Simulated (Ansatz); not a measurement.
## Molecular dynamics of NaTiSi2O6

The input (input.yaml):

```yaml
crystal:
  lattice:
    - [3.319195, 4.43675, 5.07546]
    - [3.319195, -4.43675, 5.07546]
    - [9.707, 0.0, 0.0]
  atoms:
    - { symbol: Na, position: [0.95275808, 0.3359331, 0.33634694] }
    - { symbol: Na, position: [0.62434736, 0.19633145, 0.08639793] }
    - { symbol: Ti, position: [0.57736968, 0.71575453, 0.36775316] }
    - { symbol: Ti, position: [1.00719724, 0.80864787, 0.1119231] }
    - { symbol: Si, position: [0.24270389, 0.04207937, 0.16008973] }
    - { symbol: Si, position: [0.23864577, 0.05810165, 0.55083653] }
    - { symbol: Si, position: [0.31423218, 0.47042862, 0.31097252] }
    - { symbol: Si, position: [0.26877845, 0.46941273, 0.90741208] }
    - { symbol: O, position: [0.19628857, 0.99804825, 0.02861663] }
    - { symbol: O, position: [0.31334482, 0.08429139, 0.67703505] }
    - { symbol: O, position: [0.36947353, 0.53116723, 0.42267763] }
    - { symbol: O, position: [0.22298584, 0.43897183, 0.77011436] }
    - { symbol: O, position: [0.44564014, 0.89247051, 0.17021116] }
    - { symbol: O, position: [0.35959355, 0.83777321, 0.52337965] }
    - { symbol: O, position: [0.11851918, 0.58218456, 0.25994021] }
    - { symbol: O, position: [0.14862183, 0.65399455, 0.9627796] }
    - { symbol: O, position: [0.0366932, 1.00594586, 0.34639296] }
    - { symbol: O, position: [0.28945825, 0.24203572, 0.38759939] }
    - { symbol: O, position: [0.49475323, 0.4953811, 0.12151704] }
    - { symbol: O, position: [0.20686123, 0.31032964, 0.11011133] }
    - { symbol: Na, position: [0.45938931, 0.74126067, 0.92286799] }
    - { symbol: Na, position: [0.05844005, 0.68531489, 0.59096855] }
    - { symbol: Ti, position: [0.06423237, 0.21200162, 0.85704957] }
    - { symbol: Ti, position: [0.47749613, 0.31196874, 0.60257031] }
    - { symbol: Si, position: [0.71085307, 0.51978733, 0.68209371] }
    - { symbol: Si, position: [0.76776319, 0.52980104, 0.06398544] }
    - { symbol: Si, position: [0.81616318, 1.00049696, 0.80557155] }
    - { symbol: Si, position: [0.78767966, 0.98336951, 0.41675367] }
    - { symbol: O, position: [0.69701351, 0.50321026, 0.50760752] }
    - { symbol: O, position: [0.7956875, 0.58514042, 0.20417687] }
    - { symbol: O, position: [0.87652763, 0.01527916, 0.9380193] }
    - { symbol: O, position: [0.76658635, 0.94805148, 0.26107001] }
    - { symbol: O, position: [0.91101529, 0.40886845, 0.71070567] }
    - { symbol: O, position: [0.90070816, 0.35672006, 0.00334742] }
    - { symbol: O, position: [0.62348553, 0.16405434, 0.75294207] }
    - { symbol: O, position: [0.62150733, 0.18049324, 0.42529657] }
    - { symbol: O, position: [0.50322092, 0.47943781, 0.84073412] }
    - { symbol: O, position: [0.77346716, 0.76619828, 0.89369259] }
    - { symbol: O, position: [0.99246714, 0.03607958, 0.61771312] }
    - { symbol: O, position: [0.74610389, 0.78459269, 0.59682878] }
basis:
  ecutwfc: 420.0
kpoints:
  mp_grid: { grid: [1, 1, 1] }
hamiltonian:
  xc: pbesol
scf:
  occupations: { method: fermi_dirac, width: 0.05 }
  lower_state_search: "off"
md:
  timestep: 1
  n_steps: 400
  ensemble: nvt_langevin
  temperature: 2400.0
  initial_velocities: maxwell_boltzmann
  seed: 420335
  friction: 0.005
```

Run as:

```bash
$ ansatz run input.yaml --threads 2 --pin off --max-ram 5120MiB --backend cpu --events-out ev --progress --plain --runs-dir out
```

It goes on from the last frame of an earlier run, with new velocities.

Output, in part (step lines):

```
md step     0: t =     0.00 fs  T =  2340.0 K  F+E_penalty+E_count = -34271.86666001 eV  E_kin = 12.098736 eV  (12 SCF iters)
md step     1: t =     1.00 fs  T =  2380.1 K  F+E_penalty+E_count = -34271.87453458 eV  E_kin = 12.305851 eV  (11 SCF iters)
md step     2: t =     2.00 fs  T =  2374.7 K  F+E_penalty+E_count = -34271.82212905 eV  E_kin = 12.278166 eV  (11 SCF iters)
md step     3: t =     3.00 fs  T =  2339.4 K  F+E_penalty+E_count = -34271.71630040 eV  E_kin = 12.095652 eV  (11 SCF iters)
md step     4: t =     4.00 fs  T =  2336.7 K  F+E_penalty+E_count = -34271.56601383 eV  E_kin = 12.081425 eV  (11 SCF iters)
md step     5: t =     5.00 fs  T =  2373.8 K  F+E_penalty+E_count = -34271.40592879 eV  E_kin = 12.273433 eV  (8 SCF iters)
md step     6: t =     6.00 fs  T =  2324.7 K  F+E_penalty+E_count = -34271.26734038 eV  E_kin = 12.019641 eV  (7 SCF iters)
md step     7: t =     7.00 fs  T =  2351.5 K  F+E_penalty+E_count = -34271.16139670 eV  E_kin = 12.158107 eV  (7 SCF iters)
[... lines left out ...]
```

The steps, from the saved trajectory:

```
time (fs)  T (K)  potential energy less start (eV)
        0   2340                             0.000
       13   2347                             0.343
       26   1745                             2.916
       39   1419                             3.947
       52   1697                             2.045
       65   1725                             2.932
       78   1808                             3.610
       91   2182                             2.530
      104   2447                             1.879
      117   2006                             3.546
      130   1885                             4.487
      143   2338                             3.724
      156   2544                             2.782
      169   2371                             2.305
      182   1935                             5.076
      195   1980                             5.149
      208   2406                             2.659
      221   2352                             2.178
      234   2190                             3.107
      247   1897                             5.084
      260   2522                             2.966
      273   2441                             4.272
      286   2282                             4.782
      299   2449                             4.048
      312   2533                             4.376
      325   2555                             5.677
      338   2297                             6.976
      351   2586                             6.903
      364   3073                             4.215
      377   2746                             4.925
      390   2367                             6.479
```

All steps were run. A run of 0.4 ps of so small a system gives no equilibrium averages. Limits of this set-up: coarse k mesh.

Mean squared displacements from the first frame to the last, about the centre of mass: Na 0.29 Å², Ti 0.09 Å², Si 0.11 Å², O 0.23 Å².

Last frame:

```xyz
40
Lattice="3.3192 4.4367 5.0755 3.3192 -4.4367 5.0755 9.7070 0.0000 0.0000" Properties=species:S:1:pos:R:3
Na 7.606 2.457 5.756
Na 3.368 1.707 2.874
Ti 7.155 -0.694 5.749
Ti 6.396 1.038 8.361
Si 2.190 0.676 0.072
Si 5.991 0.885 0.788
Si 5.344 -0.895 3.300
Si 10.903 -0.813 2.942
O 3.970 -3.951 5.197
O 7.628 0.820 1.253
O 6.844 -1.130 3.525
O 9.391 -0.581 2.750
O 6.056 -2.304 5.809
O 8.796 -2.053 6.002
O 4.542 -2.234 3.361
O 11.006 -2.296 3.547
O 6.730 -4.257 4.000
O 5.220 0.056 1.973
O 4.491 0.087 4.298
O 2.263 -0.501 1.543
Na 11.969 -1.530 5.479
Na 8.154 -2.793 2.910
Ti 9.029 -0.812 0.576
Ti 7.883 0.828 3.302
Si 10.251 0.914 5.225
Si 4.439 0.807 5.786
Si 13.004 -0.789 8.440
Si 9.609 -0.750 7.806
O 8.603 0.954 5.252
O 6.011 0.720 6.288
O 11.545 3.954 3.748
O 8.002 -0.444 7.456
O 10.865 2.156 6.079
O 4.134 2.389 5.126
O 8.848 2.478 2.811
O 6.540 2.286 3.702
O 11.051 0.444 3.969
O 13.219 0.245 6.963
O 8.994 4.169 4.653
O 10.546 -0.018 6.595
```

The run took 15 min on 2 threads of Intel(R) Xeon(R) Platinum 8488C (Sapphire Rapids), on a shared host, peak memory 0.7 GiB.
